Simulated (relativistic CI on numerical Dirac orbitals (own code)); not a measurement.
**Al⁺: one ion under different settings**

How much do the settings matter for Al⁺? One ion, several inputs.

Method: Dirac-Coulomb-Breit CI, KLI orbitals optimised for each configuration, model QED (radiative potential, 1s self-energy scaled to tabulated hydrogen-like ionisation energies), numerical settings as typed. Code: relativistic CI on numerical Dirac orbitals (own code) version 3.

## Step 1: Starting point

| Property | Result |
| --- | --- |
| ion | Al⁺ (Al II) |
| nuclear charge | 13 |
| electrons | 12 |
| isotope | A = 27 |

## Step 2: The usual input

The run's settings:

```ini
atom Al  Z=13  charge=1  electrons=12
nucleus A=27  rms_radius_fm=3.0610
hamiltonian dirac-coulomb  breit=on  qed=on  c_scale=1
orbitals kli  potential=per-configuration
slater_scale 1
correlation none
mixing on
grid step=0.0125 r_max=51.4
scf mixing=0.4 start=green max_iterations=150 tolerance=2e-08 node_fill=0.05
configurations
  [Ne] 3s2
end
```

Started as:

```console
$ python run_levels.py task.json out
```

The settings of every run stand in task.json; they run in order.

## Step 3: Grid step 0.02, Slater scale 1.2, end of the grid 154.2

Changes to the settings of step 2:

```diff
@@ -4,6 +4,6 @@
 orbitals kli  potential=per-configuration
-slater_scale 1
+slater_scale 1.2
 correlation none
 mixing on
-grid step=0.0125 r_max=51.4
+grid step=0.02 r_max=154.2
 scf mixing=0.4 start=green max_iterations=150 tolerance=2e-08 node_fill=0.05
```

## Step 4: Start potential bare, grid step 0.04

The run's settings:

```ini
atom Al  Z=13  charge=1  electrons=12
nucleus A=27  rms_radius_fm=3.0610
hamiltonian dirac-coulomb  breit=on  qed=on  c_scale=1
orbitals kli  potential=per-configuration
slater_scale 1
correlation none
mixing on
grid step=0.04 r_max=51.4
scf mixing=0.4 start=bare max_iterations=150 tolerance=2e-08 node_fill=0.05
configurations
  [Ne] 3s2
end
```

## Step 5: QED terms off

The run's settings:

```ini
atom Al  Z=13  charge=1  electrons=12
nucleus A=27  rms_radius_fm=3.0610
hamiltonian dirac-coulomb  breit=on  qed=off  c_scale=1
orbitals kli  potential=per-configuration
slater_scale 1
correlation none
mixing on
grid step=0.0125 r_max=51.4
scf mixing=0.4 start=green max_iterations=150 tolerance=2e-08 node_fill=0.05
configurations
  [Ne] 3s2
end
```

## Step 6: Speed-of-light factor 10, end of the grid 25.7

The run's settings:

```ini
atom Al  Z=13  charge=1  electrons=12
nucleus A=27  rms_radius_fm=3.0610
hamiltonian dirac-coulomb  breit=on  qed=on  c_scale=10
orbitals kli  potential=per-configuration
slater_scale 1
correlation none
mixing on
grid step=0.0125 r_max=25.7
scf mixing=0.4 start=green max_iterations=150 tolerance=2e-08 node_fill=0.05
configurations
  [Ne] 3s2
end
```

## Step 7: Speed-of-light factor 0.2

The run's settings:

```ini
atom Al  Z=13  charge=1  electrons=12
nucleus A=27  rms_radius_fm=3.0610
hamiltonian dirac-coulomb  breit=on  qed=on  c_scale=0.2
orbitals kli  potential=per-configuration
slater_scale 1
correlation none
mixing on
grid step=0.0125 r_max=51.4
scf mixing=0.4 start=green max_iterations=57 tolerance=2e-08 node_fill=0.05
configurations
  [Ne] 3s2
end
```

(Steps that only read results are left out.)

Q: Predict the outcome of this session. Wanted: lowest level, usual settings; total energy.

The runs gave:

| setting | total energy less usual (Ha) | largest shift of a level among the lowest eight of both runs, same label and place (cm⁻¹) | SCF iterations | time | lowest level | kind of change |
| --- | --- | --- | --- | --- | --- | --- |
| usual | 0 | 0 | 10 | 0.036 s | 3s2 1S0 | - |
| grid step 0.02, Slater scale 1.2, end of the grid 154.2 | 2.57e-05 | - | 10 | 0.023 s | 3s2 1S0 | model term |
| start potential bare, grid step 0.04 | 9.3e-05 | - | 13 | 0.014 s | 3s2 1S0 | numerical |
| QED terms off | -0.0275 | - | 10 | 0.012 s | 3s2 1S0 | model term |
| speed-of-light factor 10, end of the grid 25.7 | 0.405 | - | 10 | 0.031 s | 3s2 1S0 | unphysical constant |
| speed-of-light factor 0.2 | -11.2 | - | 11 | 0.034 s | 3s2 1S0 | unsound |

| quantity | value |
| --- | --- |
| lowest level, usual settings | 3s2 1S0 |
| total energy | -242.0553 Ha |

In words: Only the listed configurations are in the model. Near neutrality, missing correlation can shift configurations against each other by thousands of cm⁻¹.
